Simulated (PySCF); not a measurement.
# How the numerical set-up moves the result for CBr

Aim: see how much the energy and properties of CBr depend on the numerical set-up.

Method: each script names its method and basis; program: PySCF 2.14.0.

4 further runs of the same task are left out: 4 that didn't finish.

## Step 1: The starting structure

CBr: 2 atoms, charge 0, spin multiplicity 2.

Bond lengths: C1–Br2 1.825 Å.

## Step 2: Base script

input.py reads:

```python
from pyscf import gto, dft

mol = gto.M(
    atom='C 0 0 0; Br 0 0 1.825',
    basis='sbkjc',
    ecp={'C': 'sbkjc', 'Br': 'sbkjc'},
    charge=0,
    spin=1,
    verbose=3,
)
mf = dft.UKS(mol, xc='wb97x')
mf.kernel()
mf.dip_moment()
print('orbital energies (hartree):', [e[max(0, n-3):n+3].round(4) for e, n in zip(mf.mo_energy, mol.nelec)])
```

Run with:

```
$ OMP_NUM_THREADS=1 python input.py
```

The log of this run is left out.

Base result: E(SCF) = -18.823875 Eh, ⟨S²⟩ = 0.753, μ = 1.22 D.

The bond length is a typed value, not an optimised one.

## Step 3: Jorge-dzp (core potential off)

Edit 1 changes basis set: sbkjc → jorge-dzp; core potential: on → off. The core potential changes with it: totals don't compare.

input.py reads:

```python
from pyscf import gto, dft

mol = gto.M(
    atom='C 0 0 0; Br 0 0 1.825',
    basis='jorge-dzp',
    charge=0,
    spin=1,
    verbose=3,
)
mf = dft.UKS(mol, xc='wb97x')
mf.kernel()
mf.dip_moment()
print('orbital energies (hartree):', [e[max(0, n-3):n+3].round(4) for e, n in zip(mf.mo_energy, mol.nelec)])
```

Run with:

```
$ OMP_NUM_THREADS=1 python input.py
```

## Step 4: 6-31g (core potential off)

Edit 2 changes basis set: sbkjc → 6-31g; core potential: on → off. The core potential changes with it: totals don't compare.

input.py: that of step 2 with these lines changed.

```diff
@@ -4,4 +4,3 @@
     atom='C 0 0 0; Br 0 0 1.825',
-    basis='sbkjc',
-    ecp={'C': 'sbkjc', 'Br': 'sbkjc'},
+    basis='6-31g',
     charge=0,
```

## Step 5: Density fitting cc-pvdz-jkfit

Edit 3 changes density fitting: none → cc-pvdz-jkfit.

input.py: that of step 2 with these lines changed.

```diff
@@ -11,2 +11,3 @@
 mf = dft.UKS(mol, xc='wb97x')
+mf = mf.density_fit(auxbasis='cc-pvdz-jkfit')
 mf.kernel()
```

## Step 6: Cartesian functions on

Edit 4 changes Cartesian functions: off → on.

input.py: that of step 2 with these lines changed.

```diff
@@ -8,2 +8,3 @@
     spin=1,
+    cart=True,
     verbose=3,
```

**Question.** What will these runs give? Wanted: for each run, E(SCF); from base; gap, α spin; SCF dipole.

As calculated:

| run | E(SCF) (hartree) | from base (eV) | gap, α spin (eV) | SCF dipole (D) | functions |
| --- | --- | --- | --- | --- | --- |
| base | -18.823875 | 0 | n/a | 1.22 | 16 |
| jorge-dzp (core potential off) | -2612.017664 | not comparable | 7.84 | 1.30 | 58 |
| 6-31g (core potential off) | -2611.698141 | not comparable | 7.86 | 1.14 | 36 |
| density fitting cc-pvdz-jkfit | -18.823882 | -0.0002 | n/a | 1.22 | 16 |
| Cartesian functions on | -18.823875 | 0.0000 | n/a | 1.22 | n/a |

No change of the SCF energy comes from Cartesian functions on. The dearest run is “jorge-dzp (core potential off)”, at 4.8 s against 1.6 s.
